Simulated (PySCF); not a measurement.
# ZrOF: relaxation and vibrations of the doublet

The task is one start of a wider search on ZrOF: the doublet, from a linear start. It is relaxed, tested by its Hessian and followed downhill if it is a saddle.

Computed with PySCF 2.14.0. Level: PBE0, basis Zr def2-TZVP with ECP28, O def2-TZVP, F def2-TZVP, scalar-relativistic core potentials, no spin–orbit coupling, density fitting.

**1. The starting structure**

3 atoms, charge 0, spin multiplicity 2.

Bond lengths: Zr1–O2 1.840 Å, Zr1–F3 2.180 Å. Angles: O2–Zr1–F3 180.0°.

```xyz
3
charge 0 multiplicity 2
Zr    0.0000    0.0000    0.0000
O     0.0000    0.0000   -1.8400
F     0.0000    0.0000    2.1800
```

**2. The SCF at the typed geometry**

One driver script runs all steps and calls PySCF; scf.py shows how it sets up the SCF of each step. The optimiser is the driver's own. After this first run the driver tries any further starts and a stability analysis.

Input file scf.py:

```python
from pyscf import gto, scf, dft
mol = gto.M(atom='''
Zr     0.000000     0.000000     0.000000
O      0.000000     0.000000    -1.840000
F      0.000000     0.000000     2.180000''',
    basis={'Zr': 'def2-TZVP', 'O': 'def2-TZVP', 'F': 'def2-TZVP'},
    ecp={'Zr': 'def2-TZVP'},
    charge=0, spin=1)
mf = dft.UKS(mol, xc='PBE0')
mf.grids.atom_grid = (50, 194)
aux = {'Zr': 'def2-universal-JKFIT', 'O': 'def2-universal-JKFIT', 'F': 'def2-universal-JKFIT'}
mf = mf.density_fit(auxbasis=aux)
mf.conv_tol = 1e-08
mf.diis_space = 10
mf.max_cycle = 60
mf.init_guess = 'minao'
mf.verbose = 4
mf.kernel()
```

Command:

```sh
> OMP_NUM_THREADS=4 python axn.py task.json out
```

Further steps of the session: Relaxation: linear start, doublet; Hessian and properties; Leaving the saddle point; Hessian and properties.

**Question.** What will these runs give? Wanted: minimum; geometry; wavenumbers; dipole moment; highest occupied, lowest empty level; polar-tensor charge of Zr1; zero-point energy; atomisation energy; ⟨S²⟩.

As calculated:

| quantity | value |
| --- | --- |
| minimum | doublet, Cs |
| geometry | Zr–F 1.908 Å, Zr–O 1.725 Å; F–Zr–O 108.1° |
| wavenumbers (cm⁻¹) | 228 (a'), 653 (a'), 992 (a') |
| dipole moment | 4.59 D |
| highest occupied, lowest empty level (either spin) | -5.42, -2.65 eV |
| polar-tensor charge of Zr1 | +1.61 e |
| zero-point energy | 11.2 kJ/mol |
| entropy at 298.15 K | 284.4 J/(mol K) |
| atomisation energy (no zero-point energy) | 1357 kJ/mol |
| ⟨S²⟩ | 0.753 |

What this shows: The linear start (C∞v) ends in a minimum of Cs symmetry, after a stop at a second-order saddle point 115.5 kJ/mol higher, from which it was pushed off along an imaginary mode. The strongest infrared band lies at 992 cm⁻¹ (a', stretch). Most of the spin sits on Zr1 (Mulliken spin 1.07, against 1 for the whole molecule). Other starts or spin states, not run here, may lie lower. One determinant may miss the lowest occupation of an open d or f shell.
